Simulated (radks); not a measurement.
**Al⁹⁺ in [He] 2s1.75 3s0.25: an all-electron calculation**

The task here is to estimate one member of a computed series from the others.

Program: radks (a radial shooting solver on a logarithmic mesh, Libxc functionals) version 1. Level of theory: non-relativistic Kohn-Sham, revPBE, spin-polarised, spherical densities, point nucleus; open shells are filled with parallel spins first. These are calculated values, not measurements, unless marked.

## The system

| Item | Value |
| --- | --- |
| element | aluminium (Z = 13) |
| charge | +9 |
| electrons | 4 |
| configuration | [He] 2s1.75 3s0.25 |

The first run:

Settings of this run:

```text
Z 13
configuration [He] 2s1.75 3s0.25 2p0 4s0
relativity non-relativistic
functional pbe_r,pbe
spin polarised
nucleus point
```

Steps of the session up to this table: Self-consistent calculation.

One of the session's tables, all rows but one given; the rest of the session is left out.

It belongs to the step «Radial structure». Sizes of the orbitals, from the radial functions (bohr):

| level | <r> | outermost maximum (interpolated) | 90 % within | nodes |
| --- | --- | --- | --- | --- |
| 1s up | 0.1195 | 0.0785 | 0.213 | 0 |
| 1s down | 0.1195 | 0.0785 | 0.213 | 0 |
| 2s up | 0.5206 | 0.445 | 0.796 | 1 |
| 2s down | 0.5212 | 0.446 | 0.798 | 1 |
| 2p up | ? | ? | ? | ? |
| 2p down | 0.4555 | 0.362 | 0.734 | 0 |
| 3s up | 1.251 | 1.19 | 1.81 | 2 |
| 3s down | 1.242 | 1.18 | 1.79 | 2 |
| 4s up | 2.282 | 2.32 | 3.20 | 3 |

Q: Estimate the row for 2p up from the others.

**Answer.** <r>: 0.4557; outermost maximum (interpolated): 0.362; 90 % within: 0.734; nodes: 0. In the column «<r>» it lies between 2p down (0.4555) and 2s up (0.5206).
